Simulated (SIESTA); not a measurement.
In3Se under changes of volume

One of the cells (28.267 Å³/atom); the others are scaled copies at fixed shape and fractional positions:

```
In Se
1.0
     4.83557    0.00000    0.00000
     0.00000    4.83557    0.00000
     0.00000    0.00000    4.83557
In Se
3 1
Cartesian
  2.4178 2.4178 0.0000
  2.4178 0.0000 2.4178
  0.0000 2.4178 2.4178
  0.0000 0.0000 0.0000
```

The cell comes from a database or a generator and needn't be the stable form of this composition.

* Program: SIESTA 5.4.2
* Functional: PBEsol
* Potentials or basis: PseudoDojo 0.4 standard (PBEsol files)
* Basis: DZP (energy shift 0.003 Ry; two zetas on semicore shells)
* Grid cutoff: 500 Ry
* Energy shift: 0.003 Ry
* k mesh: 6 × 6 × 6
* Occupations: fermi-dirac, width 0.05 eV
* Spin: no spin polarisation

| volume (Å³/atom) | energy over the lowest point (meV/atom) | pressure (GPa) |
| --- | --- | --- |
| 26.050 | 0.00 | -0.1 |
| 26.604 | 1.87 | -0.9 |
| 27.159 | ? | ? |
| 28.267 | 24.26 | -3.1 |
| 28.822 | 35.85 | -3.6 |
| 29.376 | 49.25 | -4.1 |

**Question.** What does the run at 27.159 Å³/atom give?

**Answer.** Energy over the lowest point 7.23 meV/atom; pressure -1.8 GPa.

Worked out: A Birch-Murnaghan fit of order 3 (a polynomial in V^(-2/3)) to the other rows has its minimum at 26.02 Å³/atom, just outside them, with B0 = V·E''(V) = 49 GPa and B' = 6.1. It gives 6.85 meV/atom at 27.159 Å³/atom, against the run's 7.23, and -dE/dV = -1.8 GPa, against -1.8.

Energies are extrapolated to zero smearing.

Caveats: the basis of atomic orbitals isn't converged, which shifts pressures, moduli and gaps.
